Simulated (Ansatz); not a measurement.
# Cu: the cost of one run

Computed with Ansatz 0.2.0 (DFT LDA, scalar-relativistic, plane waves, PAW, unless a step's input says otherwise).

2 further runs of the same task are left out: 1 that didn't finish, 1 set aside as unsound or not needed.

### 1 The system as given

Symmetry: P6_3/mmc, No. 194, hexagonal system. Conventional cell: a = 2.487 Å, b = 2.487 Å, c = 8.139 Å, α = 90.00°, β = 90.00°, γ = 120.00°. Cu (site symmetry -3m) has 12 Cu at 2.49 Å as nearest neighbours. Cu (site symmetry -6m2) has 12 Cu at 2.49 Å as nearest neighbours.

Coordinates:

```
CELL_PARAMETERS angstrom
2.48668 0.00000 0.00000
-1.24334 2.15352 0.00000
0.00000 0.00000 8.13940
ATOMIC_POSITIONS crystal
Cu 0.00000 0.00000 0.00000
Cu 0.33333 0.66667 0.25000
Cu 0.00000 0.00000 0.50000
Cu 0.66667 0.33333 0.75000
```

It goes back to an entry of the Materials Project, which need not be the stable form.

This cell was relaxed beforehand with the same method: volume 10.90 Å³/atom, gap on the mesh none (metal).

### 2 The cell under 5 GPa

What is minimised here is the enthalpy; the energy can go up as the cell is squeezed.

The input, input.yaml:

```yaml
crystal:
  lattice:
    - [2.4866763883, 0.0, 0.0]
    - [-1.2433381942, 2.1535249233, 0.0]
    - [0.0, 0.0, 8.1393966094]
  atoms:
    - { symbol: Cu, position: [0.0, 0.0, 0.0] }
    - { symbol: Cu, position: [0.3333333333, 0.6666666667, 0.25] }
    - { symbol: Cu, position: [0.0, 0.0, 0.5] }
    - { symbol: Cu, position: [0.6666666667, 0.3333333333, 0.75] }
basis:
  ecutwfc: 420
kpoints:
  mp_grid: { grid: [18, 18, 6] }
hamiltonian:
  xc: lda
scf:
  occupations: { method: fermi_dirac, width: 0.15 }
output:
  forces: true
  stress: true
  eigenvalues: true
relax:
  adjacent_minimum: "off"
  f_tol: 0.001
  max_steps: 60
  cell: { stress_tol: 0.02, p_target: 5.0 }
```

On the command line:

```sh
ansatz run input.yaml --threads 1 --pin off --max-ram 3072MiB --backend cpu --events-out ev --progress --plain --runs-dir out
```

What time and memory should one allow on 1 thread of Intel Xeon at 2.50GHz (Skylake/Cascade Lake), shared host?

About 2.9 min, with a peak of 0.51 GiB.
